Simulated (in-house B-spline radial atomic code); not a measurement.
# Sb⁸⁺: excited configurations in jj coupling

Wanted: excitation energies of Sb⁸⁺ as differences of total energies (ΔSCF).

The numbers are computed with in-house B-spline radial atomic code version 1 (Dirac-Hartree-Fock, average of configuration, Fermi nucleus, basis-set limit), except any that are marked as measured or tabulated.

### Step 1. The system

| Property | Result |
| --- | --- |
| element | antimony (Z = 51) |
| charge | +8 |
| electrons | 43 |
| configuration | 1s2 2s2 2p6 3s2 3p6 3d10 4s2 4p6 4d-4 4d+3 |
| Hamiltonian | Dirac-Coulomb |
| nucleus | Fermi, rms radius 4.680 fm |

In configurations, a minus sign after the shell means j = l − 1/2 and a plus sign j = l + 1/2; the count of electrons follows.

Input settings:

```ini
Z = 51
electrons = 43.0
configuration = 1s2 2s2 2p6 3s2 3p6 3d10 4s2 4p6 4d-4 4d+3
hamiltonian = dirac
method = hf
spin_polarised = False
nucleus = fermi
rms_radius = 4.6802
mass_number = 121
atomic_mass = 120.903811353
speed_of_light = 137.035999084
```

From the earlier run of the reference: total energy -6462.170333 hartree. Levels, eight at most:

```
orbital  occupation  energy (eV)  <r> (bohr)
  3p3/2           4      -926.23      0.3302
  3d3/2           4      -696.91      0.3016
  3d5/2           6      -685.75      0.3057
  4s1/2           2      -300.15      0.7769
  4p1/2           2      -254.43      0.8099
  4p3/2           4      -240.87      0.8330
  4d3/2           4      -166.45      0.9241
  4d5/2           3      -164.36      0.9331
```

### Step 2. Run with 1s2 2s2 2p6 3s2 3p6 3d10 4s2 4p-2 4p+3 4d-2 4d+5 7p+1

Input settings:

```ini
Z = 51
electrons = 43.0
configuration = 1s2 2s2 2p6 3s2 3p6 3d10 4s2 4p-2 4p+3 4d-2 4d+5 7p+1
hamiltonian = dirac
method = hf
spin_polarised = False
nucleus = fermi
rms_radius = 4.6802
mass_number = 121
atomic_mass = 120.903811353
speed_of_light = 137.035999084
```

### Step 3. Configuration 1s2 2s2 2p6 3s2 3p6 3d10 4s2 4p-2 4p+3 4d-3 4d+4 8p-1

Changes to the settings of step 2:

```diff
@@ -2,3 +2,3 @@
 electrons = 43.0
-configuration = 1s2 2s2 2p6 3s2 3p6 3d10 4s2 4p-2 4p+3 4d-2 4d+5 7p+1
+configuration = 1s2 2s2 2p6 3s2 3p6 3d10 4s2 4p-2 4p+3 4d-3 4d+4 8p-1
 hamiltonian = dirac
```

### Step 4. Run with 1s2 2s2 2p6 3s2 3p6 3d10 4s2 4p-1 4p+4 4d-2 4d+5 8f+1

Changes to the settings of step 3:

```diff
@@ -2,3 +2,3 @@
 electrons = 43.0
-configuration = 1s2 2s2 2p6 3s2 3p6 3d10 4s2 4p-2 4p+3 4d-3 4d+4 8p-1
+configuration = 1s2 2s2 2p6 3s2 3p6 3d10 4s2 4p-1 4p+4 4d-2 4d+5 8f+1
 hamiltonian = dirac
```

### Step 5. Configuration 1s2 2s2 2p6 3s2 3p6 3d10 4s2 4p6 4d-1 4d+5 5f-1

Changes to the settings of step 4:

```diff
@@ -2,3 +2,3 @@
 electrons = 43.0
-configuration = 1s2 2s2 2p6 3s2 3p6 3d10 4s2 4p-1 4p+4 4d-2 4d+5 8f+1
+configuration = 1s2 2s2 2p6 3s2 3p6 3d10 4s2 4p6 4d-1 4d+5 5f-1
 hamiltonian = dirac
```

### Step 6. 1s2 2s2 2p6 3s2 3p6 3d-3 3d+6 4s2 4p6 4d-4 4d+3 7p+1

Changes to the settings of step 5:

```diff
@@ -2,3 +2,3 @@
 electrons = 43.0
-configuration = 1s2 2s2 2p6 3s2 3p6 3d10 4s2 4p6 4d-1 4d+5 5f-1
+configuration = 1s2 2s2 2p6 3s2 3p6 3d-3 3d+6 4s2 4p6 4d-4 4d+3 7p+1
 hamiltonian = dirac
```

### Step 7. 1s2 2s2 2p6 3s2 3p6 3d-3 3d+6 4s2 4p6 4d-3 4d+4 6d-1

Changes to the settings of step 6:

```diff
@@ -2,3 +2,3 @@
 electrons = 43.0
-configuration = 1s2 2s2 2p6 3s2 3p6 3d-3 3d+6 4s2 4p6 4d-4 4d+3 7p+1
+configuration = 1s2 2s2 2p6 3s2 3p6 3d-3 3d+6 4s2 4p6 4d-3 4d+4 6d-1
 hamiltonian = dirac
```

### Step 8. Run with 1s2 2s2 2p6 3s2 3p6 3d10 4s2 4p6 4d-4 4d+2 6p+1

Changes to the settings of step 7:

```diff
@@ -2,3 +2,3 @@
 electrons = 43.0
-configuration = 1s2 2s2 2p6 3s2 3p6 3d-3 3d+6 4s2 4p6 4d-3 4d+4 6d-1
+configuration = 1s2 2s2 2p6 3s2 3p6 3d10 4s2 4p6 4d-4 4d+2 6p+1
 hamiltonian = dirac
```

### Step 9. Run with 1s2 2s2 2p6 3s2 3p6 3d10 4s2 4p-2 4p+3 4d-2 4d+5 5f-1

Changes to the settings of step 8:

```diff
@@ -2,3 +2,3 @@
 electrons = 43.0
-configuration = 1s2 2s2 2p6 3s2 3p6 3d10 4s2 4p6 4d-4 4d+2 6p+1
+configuration = 1s2 2s2 2p6 3s2 3p6 3d10 4s2 4p-2 4p+3 4d-2 4d+5 5f-1
 hamiltonian = dirac
```

How far above the reference does each configuration lie (order and size, in eV)?

**Answer**, as computed:

| net move | configuration | energy above the reference (eV) | with Breit, QED, recoil (eV) | largest <r> (bohr) |
| --- | --- | --- | --- | --- |
| 4d5/2 → 6p3/2 | 1s2 2s2 2p6 3s2 3p6 3d10 4s2 4p6 4d-4 4d+2 6p+1 | 105.87 | 105.91 | 3.16 |
| 3×4d3/2 → 2×4d5/2, 5f5/2 | 1s2 2s2 2p6 3s2 3p6 3d10 4s2 4p6 4d-1 4d+5 5f-1 | 114.42 | 114.30 | 2.72 |
| 2×4d3/2, 4p3/2 → 2×4d5/2, 5f5/2 | 1s2 2s2 2p6 3s2 3p6 3d10 4s2 4p-2 4p+3 4d-2 4d+5 5f-1 | 190.99 | 190.74 | 2.71 |
| 2×4d3/2, 4p3/2 → 2×4d5/2, 7p3/2 | 1s2 2s2 2p6 3s2 3p6 3d10 4s2 4p-2 4p+3 4d-2 4d+5 7p+1 | 206.99 | 206.76 | 4.80 |
| 4d3/2, 4p3/2 → 4d5/2, 8p1/2 | 1s2 2s2 2p6 3s2 3p6 3d10 4s2 4p-2 4p+3 4d-3 4d+4 8p-1 | 215.08 | 214.89 | 6.70 |
| 2×4d3/2, 4p1/2 → 2×4d5/2, 8f7/2 | 1s2 2s2 2p6 3s2 3p6 3d10 4s2 4p-1 4p+4 4d-2 4d+5 8f+1 | 231.92 | 231.56 | 8.75 |
| 3d3/2, 4d3/2 → 4d5/2, 6d3/2 | 1s2 2s2 2p6 3s2 3p6 3d-3 3d+6 4s2 4p6 4d-3 4d+4 6d-1 | 636.94 | 636.47 | 3.57 |
| 3d3/2 → 7p3/2 | 1s2 2s2 2p6 3s2 3p6 3d-3 3d+6 4s2 4p6 4d-4 4d+3 7p+1 | 647.25 | 646.83 | 4.77 |

The energies run from 105.87 eV (4d5/2 → 6p3/2) to 647.25 eV (3d3/2 → 7p3/2). 6 of them lie more than 2 % above the ionisation threshold that Koopmans' theorem gives (164.36 eV), where such states can decay by emitting an electron. Two partly filled shells share a symmetry and can mix in the average, which may lower the energy, for: 2×4d3/2, 4p3/2 → 2×4d5/2, 7p3/2; 3d3/2, 4d3/2 → 4d5/2, 6d3/2. These are averages over configurations, without correlation, not spectroscopic levels.
